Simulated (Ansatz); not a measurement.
# GaN₂H (triplet): from Hartree-Fock to the top rungs, cc-pVDZ

Aim: climb from Hartree-Fock through coupled cluster for GaN₂H (triplet) at one geometry and basis, and see what each rung misses.

Computed with Ansatz 0.2.0, Gaussian basis. Level: cc-pVDZ, core rule «outside noble gas», up to 16 orbitals frozen.

The runs, in order: UHF; CCSD(T) on ROHF; CCSD(T) on UHF; BCCD(T) on ROHF; CISD; CCSDT(Q) on ROHF; CCSDT(Q) on UHF.

34 further runs of the same task are left out: 4 for a known fault of the program, 11 that didn't finish, 19 set aside as unsound or not needed.

## (1) The geometry

The geometry is a PBE0/def2-TZVP stationary point (not a proven minimum). No spin-orbit coupling is included. The filled d shell of Ga may be among the frozen orbitals whatever the setting's name suggests; the logs give the count.

4 atoms, charge 0, spin multiplicity 3.

Atoms are counted from 1 here; the program's logs count them from 0.

Bond lengths: Ga1–N2 1.931 Å, N2–N3 1.221 Å, N3–H4 1.025 Å. Angles: Ga1–N2–N3 159.6°, N2–N3–H4 120.5°.

Coordinates:

```xyz
4

Ga    0.00001   -0.12841    2.21604
N     0.00005    0.02711    0.29150
N     0.00001   -0.30406   -0.88385
H    -0.00007    0.40536   -1.62369
```

## (2) UHF

in.yaml

```yaml
crystal:
  periodic: [false, false, false]
  atoms:
    - {symbol: Ga, position_ang: [0.000012, -0.128408, 2.216041]}
    - {symbol: N, position_ang: [0.000052, 0.027110, 0.291499]}
    - {symbol: N, position_ang: [0.000009, -0.304058, -0.883846]}
    - {symbol: H, position_ang: [-0.000074, 0.405356, -1.623694]}
basis:
  gaussian: {orbitals: cc-pVDZ}
magnetization: {spin_polarized: true, initial_magnetization: 2}
hamiltonian: {xc: hf}
output: {orbitals: {seedname: orbitals}}
```

Launch:

```sh
$ ansatz run in.yaml --threads 1 --pin off --events-out ev --progress --plain --max-ram 2393MiB
```

After this run come: CCSD(T) on ROHF; CCSD(T) on UHF; BCCD(T) on ROHF; CISD; CCSDT(Q) on ROHF; CCSDT(Q) on UHF.

**Question.** What will the summary of the whole plan be? Wanted: UCCSDT(Q) below the RHF energy; RMP2 from UCCSDT(Q); UMP2 from UCCSDT(Q); RCCSD from UCCSDT(Q); RCCSD(T) from UCCSDT(Q); UCCSD(T) from UCCSDT(Q); RCCSDT(Q) from UCCSDT(Q); T1 diagnostic.

**Answer**, as computed:

| quantity | value |
| --- | --- |
| UCCSDT(Q) below the RHF energy | -10.8589 eV |
| RMP2 from UCCSDT(Q) | +1098.9 meV |
| UMP2 from UCCSDT(Q) | +1255.6 meV |
| RCCSD from UCCSDT(Q) | +478.2 meV |
| RCCSD(T) from UCCSDT(Q) | +83.0 meV |
| UCCSD(T) from UCCSDT(Q) | +84.4 meV |
| RCCSDT(Q) from UCCSDT(Q) | +7.2 meV |
| levels within 1 kcal/mol (43 meV) | RCCSDT(Q) |
| T1 diagnostic | 0.045 |

**Reading.** RCCSD(T) lands +83.0 meV from the yardstick (0.8 % of the correlation energy). These misses are within one basis, not against nature; the frozen cores of restricted and unrestricted runs differ, which can shift their rows.
